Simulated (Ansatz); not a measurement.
# Ni (Nickel): the cost of one run

Computed with Ansatz 0.2.0 (DFT PBE, scalar-relativistic, plane waves, PAW, unless a step's input says otherwise).

1 further run of the same task is left out (set aside as unsound or not needed).

## 1. The system as given

The structure is cubic, space group Fm-3m (No. 225). Conventional cell: a = 3.518 Å, b = 3.518 Å, c = 3.518 Å, α = 90.00°, β = 90.00°, γ = 90.00°. Ni (site symmetry m-3m) has 12 Ni at 2.49 Å as nearest neighbours.

Structure file:

```cif
data_structure
_symmetry_space_group_name_H-M 'Fm-3m'
_symmetry_Int_Tables_number 225
_cell_length_a 3.5185
_cell_length_b 3.5185
_cell_length_c 3.5185
_cell_angle_alpha 90.000
_cell_angle_beta 90.000
_cell_angle_gamma 90.000
_cell_volume 43.56
loop_
_atom_site_label
_atom_site_type_symbol
_atom_site_symmetry_multiplicity
_atom_site_Wyckoff_symbol
_atom_site_fract_x
_atom_site_fract_y
_atom_site_fract_z
_atom_site_occupancy
Ni1 Ni 4 a 0.00000 0.00000 0.00000 1
```

It is the result of an earlier relaxation at this level (volume 10.89 Å³/atom; gap on the mesh: none (metal), site moments up to 0.7 μB).

## 2. The slab

Miller indices refer to the conventional cell of the relaxed bulk, Fm-3m (No. 225): a = 3.518 Å, b = 3.518 Å, c = 3.518 Å, α = 90.00°, β = 90.00°, γ = 90.00°.

A (111) slab, 6.1 Å thick as cut, with 17 Å of vacuum; its outer planes are Ni (top) and Ni (bottom).

The slab as cut. Layers, bottom to top:

| plane | atoms per cell | height over the lowest (Å) |
| --- | --- | --- |
| 1 | Ni | 0.00 |
| 2 | Ni | 2.03 |
| 3 | Ni | 4.06 |
| 4 | Ni | 6.09 |

## 3. The clean surface, relaxed

The input, input.yaml:

```yaml
crystal:
  lattice:
    - [2.4879380992, 0.0, 0.0]
    - [-1.2439690496, 2.154617597, 0.0]
    - [0.0, 0.0, 23.0941788548]
  atoms:
    - { symbol: Ni, position: [0.6666666667, 0.3333333333, 0.3680581177], spin: 0.75 }
    - { symbol: Ni, position: [0.3333333333, 0.6666666667, 0.4560193726], spin: 0.75 }
    - { symbol: Ni, position: [0.0, 0.0, 0.5439806274], spin: 0.75 }
    - { symbol: Ni, position: [0.6666666667, 0.3333333333, 0.6319418823], spin: 0.75 }
basis:
  ecutwfc: 420
kpoints:
  mp_grid: { grid: [12, 12, 1] }
hamiltonian:
  xc: pbe
scf:
  occupations: { method: gaussian, width: 0.1 }
output:
  forces: true
  eigenvalues: true
  populations: true
  write_density: true
  write_potential: true
  elf: true
  volumetric_format: npy
magnetization:
  spin_polarized: true
relax:
  adjacent_minimum: "off"
  f_tol: 0.03
  max_steps: 70
  constraints: [{ sites: [0, 1] }]
efield:
  axis: 3
  dipole_correction: true
```

Command:

```
ansatz run input.yaml --threads 2 --pin off --max-ram 5120MiB --backend cpu --events-out ev --progress --plain --runs-dir out
```

Q: Estimate wall time and peak memory on 2 threads of Arm Neoverse N1, shared host.

About 87 s, with a peak of 0.47 GiB.
